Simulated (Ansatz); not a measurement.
# AlFH4N2: the cost of one run

Method: RKS B3LYP-D4/6-31G, in Ansatz 0.2.0.

## 1. Starting point

Bond lengths: Al1–N2 1.920 Å, N2–H3 1.060 Å, N2–H4 1.060 Å, Al1–F5 1.690 Å, Al1–N6 1.920 Å, N6–H7 1.060 Å, N6–H8 1.060 Å. Angles: Al1–N2–H3 120.0°, Al1–N2–H4 120.0°, H3–N2–H4 120.0°, N2–Al1–F5 120.0°, N2–Al1–N6 120.0°, F5–Al1–N6 120.0°, Al1–N6–H7 120.0°, Al1–N6–H8 120.0°, H7–N6–H8 120.0°.

Coordinates:

```xyz
8

Al    0.0000    0.0000    0.0000
N     0.0000    0.0000    1.9200
H    -0.8770   -0.2713    2.4500
H     0.8770    0.2713    2.4500
F     1.4635    0.0000   -0.8450
N    -1.6627    0.0000   -0.9600
H    -2.3316   -0.8164   -0.8614
H    -1.9118    0.8164   -1.5886
```

## 2. Relaxing the start

The input, input.yaml:

```yaml
crystal:
  periodic: [false, false, false]
  atoms:
    - { symbol: Al, position_ang: [0.0, 0.0, 0.0] }
    - { symbol: "N", position_ang: [0.0, 0.0, 1.92] }
    - { symbol: H, position_ang: [-0.877, -0.2713, 2.45] }
    - { symbol: H, position_ang: [0.877, 0.2713, 2.45] }
    - { symbol: F, position_ang: [1.4635, 0.0, -0.845] }
    - { symbol: "N", position_ang: [-1.6627, 0.0, -0.96] }
    - { symbol: H, position_ang: [-2.3316, -0.8164, -0.8614] }
    - { symbol: H, position_ang: [-1.9118, 0.8164, -1.5886] }
basis:
  gaussian: { orbitals: "6-31G" }
hamiltonian:
  xc: b3lyp
  dispersion: d4
relax:
  f_tol: 0.02
  max_steps: 40
```

Launch:

```
> ansatz run input.yaml --threads 1 --pin off --max-ram 2048MiB --backend cpu --events-out ev --progress --plain --runs-dir out
```

**Question.** How long does this run take on 1 thread of Arm Neoverse V2, shared host, and how much memory does it need?

About 22 s, with a peak of 0.12 GiB.
